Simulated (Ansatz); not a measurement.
# HNTa: the cost of one run

Method: def2-QZVPP, core rule «outside noble gas», up to 5 orbitals frozen; program: Ansatz 0.2.0, Gaussian basis.

The runs, in order: UHF; ROHF; CCSD(T) on UHF.

2 further runs of the same task are left out: 2 set aside as unsound or not needed. Runs told in other sessions of the task aren't counted.

## Step 1: The system

The geometry is a PBE0/def2-TZVP stationary point (not a proven minimum). No spin-orbit coupling is included. Elements past krypton take def2 core potentials.

3 atoms, charge 1, spin multiplicity 3.

Atoms are counted from 1 here; the program's logs count them from 0.

Bond lengths: Ta1–N2 1.709 Å, N2–H3 1.016 Å. Angles: Ta1–N2–H3 180.0°.

## Step 2: UHF

Input file in.yaml:

```yaml
crystal:
  periodic: [false, false, false]
  atoms:
    - {symbol: Ta, position_ang: [0.000000, 0.000000, 1.477728]}
    - {symbol: N, position_ang: [0.000000, 0.000000, -0.230873]}
    - {symbol: H, position_ang: [0.000000, 0.000000, -1.246855]}
basis:
  gaussian: {orbitals: "def2-QZVPP.json"}
total_charge: 1
magnetization: {spin_polarized: true, initial_magnetization: 2}
hamiltonian: {xc: hf}
output: {orbitals: {seedname: orbitals}}
```

Command:

```console
> ansatz run in.yaml --threads 1 --pin off --events-out ev --progress --plain --max-ram 4096MiB --backend cpu
```

**Question.** How long does this run take on 1 thread of AMD EPYC 7R13, shared host, and how much memory does it need?

About 13 s, with a peak of 0.4 GiB.
